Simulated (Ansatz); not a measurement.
# TiAs: the cost of one run

Program: Ansatz 0.2.0. Level of theory: DFT r2SCAN, scalar-relativistic, plane waves, PAW. These are calculated values, not measurements.

## Step 1: The starting structure

The structure is hexagonal, space group P6_3/mmc (No. 194). The conventional cell has a = 3.680 Å, b = 3.680 Å, c = 6.024 Å, α = 90.00°, β = 90.00°, γ = 120.00°. Ti (site symmetry -3m) is surrounded by 6 As at 2.60 Å. Around As (site symmetry -6m2) lie 6 Ti at 2.60 Å.

Structure file:

```cif
data_structure
_symmetry_space_group_name_H-M 'P 1'
_symmetry_Int_Tables_number 1
_cell_length_a 3.6802
_cell_length_b 3.6802
_cell_length_c 6.0237
_cell_angle_alpha 90.000
_cell_angle_beta 90.000
_cell_angle_gamma 120.000
_cell_volume 70.65
loop_
_atom_site_label
_atom_site_type_symbol
_atom_site_fract_x
_atom_site_fract_y
_atom_site_fract_z
_atom_site_occupancy
Ti1 Ti 0.00000 0.00000 0.50000 1
Ti2 Ti 0.00000 0.00000 0.00000 1
As1 As 0.66667 0.33333 0.75000 1
As2 As 0.33333 0.66667 0.25000 1
```

The structure comes from the Materials Project (structure only).

## Step 2: Another functional, on a distorted cell: r2SCAN

What differs from the listed cell: strain xx, yy, zz, yz, xz, xy = -0.3, -0.3, +1.2, +0.0, +0.0, +0.0 %.

input.yaml

```yaml
crystal:
  lattice:
    - [3.6703982034, 0.0, 0.0]
    - [-1.8351991017, 3.1786580862, 0.0]
    - [0.0, 0.0, 6.0979990913]
  atoms:
    - { symbol: Ti, position: [0.0, 0.0, 0.5] }
    - { symbol: Ti, position: [0.0, 0.0, 0.0] }
    - { symbol: As, position: [0.66666667, 0.33333333, 0.75] }
    - { symbol: As, position: [0.33333333, 0.66666667, 0.25] }
basis:
  ecutwfc: 500
kpoints:
  mp_grid: { grid: [15, 15, 8] }
hamiltonian:
  xc: r2scan
scf:
  occupations: { method: gaussian, width: 0.1 }
output:
  forces: true
  stress: true
  eigenvalues: true
```

Command:

```sh
ansatz run input.yaml --threads 1 --pin off --max-ram 1331MiB --backend cpu --events-out ev --progress --plain --runs-dir out
```

Q: Estimate wall time and peak memory on 1 thread of an x86-64 CPU, shared host.

About 68 s, with a peak of 0.72 GiB.
